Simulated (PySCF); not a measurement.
# [La(NH3)6]3+: forces at shaken geometries

Aim: move all atoms of relaxed [La(NH3)6]3+ at random and read energies and forces. The species was built from a template and needn't be a known compound.

Program: PySCF 2.14.0. Level of theory: r2SCAN, La def2-SVP with ECP46, N def2-SVP, H def2-SVP; scalar-relativistic core potentials, no spin–orbit coupling. These are calculated values, not measurements.

4 further runs of the same task are left out: 2 for a known fault of the program, 2 that didn't finish.

### 1 Starting geometry

25 atoms, charge 3, spin multiplicity 1.

Bond lengths: La1–N2 2.711 Å, La1–N6 2.711 Å, La1–N10 2.711 Å, La1–N14 2.711 Å, La1–N18 2.711 Å, La1–N22 2.711 Å, N2–H3 1.030 Å, N2–H4 1.030 Å, N2–H5 1.030 Å, N6–H7 1.030 Å, N6–H8 1.030 Å, N6–H9 1.030 Å, N10–H11 1.030 Å, N10–H12 1.030 Å, N10–H13 1.030 Å, N14–H15 1.030 Å, N14–H16 1.030 Å, N14–H17 1.030 Å and more. Angles: N2–La1–N6 180.0°, N2–La1–N10 89.9°, N2–La1–N14 89.7°, N2–La1–N18 90.1°, N2–La1–N22 90.3°, N6–La1–N10 90.1°, N6–La1–N14 90.3°, N6–La1–N18 89.9°, N6–La1–N22 89.7°, N10–La1–N14 90.0°, N10–La1–N18 180.0°, N10–La1–N22 90.0°, N14–La1–N18 90.0°, N14–La1–N22 180.0°, N18–La1–N22 90.0°, La1–N2–H3 115.7°, La1–N2–H4 115.8°, La1–N2–H5 115.7° and more.

As a file:

```xyz
25
H18LaN6
La    0.00000    0.00000    0.00000
N     0.00462    0.00700    2.71119
H     0.80926    0.47281    3.15533
H    -0.79847    0.47156    3.15934
H     0.00654   -0.92003    3.16093
N    -0.00462   -0.00700   -2.71119
H     0.79847   -0.47156   -3.15934
H    -0.80926   -0.47281   -3.15533
H    -0.00654    0.92003   -3.16093
N     2.71077   -0.00116    0.00202
H     3.15729   -0.46440    0.80688
H     3.16060   -0.46395   -0.80112
H     3.15586    0.92817    0.00231
N     0.00121    2.71077    0.00590
H     0.45301    3.15505    0.81846
H     0.47539    3.16276   -0.78941
H    -0.92807    3.15588   -0.00464
N    -2.71077    0.00116   -0.00202
H    -3.16060    0.46395    0.80112
H    -3.15729    0.46440   -0.80688
H    -3.15586   -0.92817   -0.00231
N    -0.00121   -2.71077   -0.00590
H    -0.47539   -3.16276    0.78941
H    -0.45301   -3.15505   -0.81846
H     0.92807   -3.15588    0.00464
```

Formal oxidation states: La +3. An earlier session relaxed this geometry at r2SCAN, La def2-SVP with ECP46, N def2-SVP, H def2-SVP (singlet, point group Ci).

Its energy there is -369.746014 Eh.

### 2 Atoms moved at random, σ = 0.06 Å

run.py (the lines that set the calculation) reads:

```python
mol = gto.M(atom='''
La    -0.02555    -0.03709     0.00753
N      0.02085     0.00988     2.79053
H      0.86392     0.55760     3.14427
H     -0.85211     0.37139     3.18705
H      0.07994    -0.83824     3.17004
N      0.05780    -0.02815    -2.64032
H      0.79433    -0.44329    -3.16276
H     -0.79989    -0.52121    -3.21731
H      0.06972     0.85643    -3.14571
N      2.66473    -0.01211    -0.11048
H      3.17750    -0.39186     0.73321
H      3.14766    -0.44826    -0.82447
H      3.10566     0.90111    -0.06879
N     -0.01922     2.66531    -0.01719
H      0.34924     3.21560     0.75816
H      0.58120     3.12724    -0.82381
H     -1.01282     3.04108    -0.04874
N     -2.77276     0.03511     0.03065
H     -3.15830     0.56086     0.90365
H     -3.17336     0.42077    -0.72633
H     -3.20114    -0.87468     0.02991
N      0.02676    -2.60523     0.02181
H     -0.39401    -3.27892     0.76935
H     -0.47597    -3.14421    -0.77765
H      0.94581    -3.13913     0.01740''',
    basis={'La': 'def2-SVP', 'N': 'def2-SVP', 'H': 'def2-SVP'},
    ecp={'La': 'def2-SVP'},
    charge=3, spin=0)
mf = dft.RKS(mol, xc='R2SCAN')
mf.grids.atom_grid = (50, 194)  # f atoms: unpruned, at least (60, 302)
mf = mf.density_fit()  # fitting sets: La def2-universal-JKFIT, N def2-universal-JKFIT, H def2-universal-JKFIT
mf.conv_tol = 1e-08; mf.max_cycle = 55
mf.kernel(dm0)  # dm0: the density of the relaxed state
```

Run with:

```bash
$ OMP_NUM_THREADS=4 python run.py
```

### 3 Atoms moved at random, σ = 0.06 Å

run.py (the lines that set the calculation) reads:

```python
mol = gto.M(atom='''
La     0.05626    -0.01627     0.02965
N      0.01665    -0.00431     2.64449
H      0.74199     0.45617     3.18234
H     -0.85898     0.53908     3.19064
H     -0.03560    -1.02433     3.14282
N      0.04635    -0.01480    -2.73891
H      0.87234    -0.54334    -3.15853
H     -0.88057    -0.42137    -3.18225
H      0.01425     1.00780    -3.06124
N      2.67226    -0.04476     0.02513
H      3.10731    -0.41162     0.78274
H      3.22000    -0.39997    -0.76065
H      3.12566     0.95975    -0.05874
N     -0.07354     2.78098     0.01327
H      0.52158     3.19034     0.73117
H      0.48326     3.16555    -0.79944
H     -0.90315     3.12345    -0.05707
N     -2.81509     0.03198    -0.15633
H     -3.13802     0.50019     0.85602
H     -3.18101     0.40731    -0.80965
H     -3.07289    -0.99513     0.08382
N      0.04639    -2.69326     0.07243
H     -0.54309    -3.17492     0.72969
H     -0.39446    -3.18525    -0.73274
H      0.97206    -3.23327     0.03134''',
    basis={'La': 'def2-SVP', 'N': 'def2-SVP', 'H': 'def2-SVP'},
    ecp={'La': 'def2-SVP'},
    charge=3, spin=0)
mf = dft.RKS(mol, xc='R2SCAN')
mf.grids.atom_grid = (50, 194)  # f atoms: unpruned, at least (60, 302)
mf = mf.density_fit()  # fitting sets: La def2-universal-JKFIT, N def2-universal-JKFIT, H def2-universal-JKFIT
mf.conv_tol = 1e-08; mf.max_cycle = 55
mf.kernel(dm0)  # dm0: the density of the relaxed state
```

### 4 Atoms moved at random, σ = 0.06 Å

run.py (the lines that set the calculation) reads:

```python
mol = gto.M(atom='''
La     0.09755     0.02532     0.00526
N      0.08702     0.07411     2.65504
H      0.76391     0.48838     3.13138
H     -0.72184     0.43551     3.17184
H      0.01001    -0.92596     3.02944
N     -0.08378     0.05959    -2.68956
H      0.79250    -0.44351    -3.17447
H     -0.71997    -0.40471    -3.27919
H     -0.02616     0.92032    -3.10505
N      2.77431    -0.04289     0.02081
H      3.13517    -0.51181     0.81704
H      3.14739    -0.52270    -0.71154
H      3.28300     0.92975     0.05409
N      0.01538     2.62789     0.01733
H      0.35550     3.23656     0.92038
H      0.43129     2.98022    -0.78262
H     -0.84934     3.18089    -0.00114
N     -2.82266    -0.00458     0.00818
H     -3.28722     0.51671     0.83182
H     -3.20785     0.47071    -0.74996
H     -3.10026    -0.96499    -0.04422
N      0.01509    -2.66530    -0.07276
H     -0.51991    -3.07977     0.80665
H     -0.50220    -3.23402    -0.84837
H      0.93307    -3.14571    -0.01038''',
    basis={'La': 'def2-SVP', 'N': 'def2-SVP', 'H': 'def2-SVP'},
    ecp={'La': 'def2-SVP'},
    charge=3, spin=0)
mf = dft.RKS(mol, xc='R2SCAN')
mf.grids.atom_grid = (50, 194)  # f atoms: unpruned, at least (60, 302)
mf = mf.density_fit()  # fitting sets: La def2-universal-JKFIT, N def2-universal-JKFIT, H def2-universal-JKFIT
mf.conv_tol = 1e-08; mf.max_cycle = 55
mf.kernel(dm0)  # dm0: the density of the relaxed state
```

What does the calculation give? Wanted: for each run, σ; energy rise; harmonic estimate −½ F·u; largest force component.

**Answer**, as computed:

| σ (Å) | energy rise (eV) | harmonic estimate −½ F·u (eV) | largest force component (eV/Å) |
| --- | --- | --- | --- |
| 0.06 | 1.658 | 1.694 | 5.23 |
| 0.06 | 3.776 | 4.104 | 16.98 |
| 0.06 | 2.071 | 2.041 | 5.17 |

Every displacement raises the energy. For a harmonic well the rise equals −½ F·u; the two differ by at most 9 % here (a move with σ = 0.06 Å), from anharmonicity, the grid and the small forces left at the relaxed point. The largest moves cost over 1 eV, far outside the harmonic range, so agreement there can come from errors that cancel between squeezed and stretched bonds. The bases are small and lack diffuse functions. Spin–orbit coupling is left out.
